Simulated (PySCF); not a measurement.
# C9H14O3: the cost of one run

Computed with PySCF 2.14.0, with density-fitted response routines of our own, on a single molecule in the gas phase. Atoms count from 0, in the outputs and in this text.

### Step 1. The starting structure

26 atoms, charge 0, multiplicity 1; geometry from: GFN2-xTB.

Bonds of the start (Å): C0–C1 1.53, C1–C2 1.54, C1–C3 1.53, C3–O4 1.22, C3–C5 1.45, C5–O6 1.37, C5–C7 1.35, C7–O8 1.34, C7–C9 1.51, C9–C10 1.54, C9–C11 1.53, C9–C1 1.56, C0–H12 1.09, C0–H13 1.09, C0–H14 1.09, C2–H15 1.09, C2–H16 1.09, C2–H17 1.09, O6–H18 0.97, O8–H19 0.97, C10–H20 1.09, C10–H21 1.09, C10–H22 1.09, C11–H23 1.09, C11–H24 1.09, C11–H25 1.09.

### Step 2. Optimising the geometry at PBE0-D3(BJ)/def2-SVP

The job: settings as JSON, then the geometry in Å.

```
{"job": {"xc": "PBE0", "basis": "def2-SVP", "d3": "d3bj", "grid": 1, "kind": "geom"}, "charge": 0, "multiplicity": 1}
C     -2.386310    -0.323440    -0.798800
C     -1.143170    -0.280370     0.084680
C     -1.531520    -0.762240     1.491870
C     -0.083530    -1.276530    -0.383430
O     -0.265400    -2.402370    -0.804720
C      1.209560    -0.659010    -0.162180
O      2.390210    -1.340220    -0.304230
C      1.065040     0.635820     0.182410
O      2.033320     1.519830     0.472410
C     -0.377900     1.079170     0.121240
C     -0.543100     1.872530    -1.185580
C     -0.731830     1.999390     1.289290
H     -3.141170     0.368790    -0.433420
H     -2.154120    -0.085030    -1.831770
H     -2.795780    -1.330590    -0.775640
H     -0.669030    -0.771220     2.154270
H     -1.918840    -1.776670     1.424150
H     -2.303880    -0.127010     1.916630
H      2.152510    -2.235140    -0.586390
H      2.889960     1.076780     0.403080
H     -0.291000     1.259010    -2.047280
H      0.125590     2.730170    -1.169190
H     -1.562570     2.233090    -1.287270
H     -0.515270     1.534330     2.245650
H     -1.785030     2.264930     1.254110
H     -0.141250     2.909160     1.216880
```

Q: Estimate the wall time of this first job on 8 threads of Intel Xeon Platinum 8259CL at 2.50GHz (Skylake/Cascade Lake), shared host.

About 5 min.
